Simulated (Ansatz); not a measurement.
# C3H5Na: the cost of one run

Program: Ansatz 0.2.0. Level of theory: RKS B3LYP-D4/def2-SVP. These are calculated values, not measurements.

**1. The structure to begin with**

Bond lengths: C1–C2 1.340 Å, C2–C3 1.434 Å, C2–Na4 2.837 Å, C3–Na4 2.333 Å, C1–H5 1.082 Å, C1–H6 1.077 Å, C2–H7 1.091 Å, C3–H8 1.085 Å, C3–H9 1.088 Å. Angles (14 of 16 angles, heavy atoms first): C1–C2–C3 126.7°, C1–C2–Na4 108.4°, C3–C2–Na4 55.1°, C2–C3–Na4 94.7°, C2–Na4–C3 30.3°, C1–C2–H7 117.7°, C3–C2–H7 115.6°, Na4–C2–H7 107.1°, C2–C1–H5 121.2°, C2–C1–H6 122.1°, C2–C3–H8 113.6°, C2–C3–H9 113.2°, Na4–C3–H8 114.2°, Na4–C3–H9 109.1°.

As a file:

```xyz
9

C    -0.3114    1.3351    0.0445
C     0.4634    0.2438    0.1129
C     0.1576   -1.0583   -0.4042
Na   -0.9506   -1.7721    1.5211
H    -1.2856    1.3022   -0.4247
H    -0.0010    2.2838    0.4476
H     1.4392    0.3448    0.5902
H     1.0359   -1.6433   -0.6549
H    -0.5475   -1.0360   -1.2326
```

**2. Relaxing the start**

Input file input.yaml:

```yaml
crystal:
  periodic: [false, false, false]
  atoms:
    - { symbol: C, position_ang: [-0.31141, 1.33512, 0.04451] }
    - { symbol: C, position_ang: [0.46343, 0.24382, 0.11293] }
    - { symbol: C, position_ang: [0.15757, -1.05827, -0.40423] }
    - { symbol: Na, position_ang: [-0.95059, -1.77212, 1.52108] }
    - { symbol: H, position_ang: [-1.2856, 1.30224, -0.42467] }
    - { symbol: H, position_ang: [-0.00099, 2.28382, 0.44763] }
    - { symbol: H, position_ang: [1.43916, 0.34477, 0.59021] }
    - { symbol: H, position_ang: [1.03594, -1.64334, -0.65488] }
    - { symbol: H, position_ang: [-0.54751, -1.03605, -1.23257] }
basis:
  gaussian: { orbitals: def2-SVP }
hamiltonian:
  xc: b3lyp
  dispersion: d4
relax:
  f_tol: 0.02
  max_steps: 40
scf:
  lower_state_search: "off"
output:
  orbitals: {}
```

Started as:

```bash
$ ansatz run input.yaml --threads 1 --pin off --max-ram 2048MiB --backend cpu --events-out ev --progress --plain --runs-dir out
```

What time and memory should one allow on 1 thread of Arm Neoverse V2, shared host?

About 33 s, with a peak of 0.14 GiB.
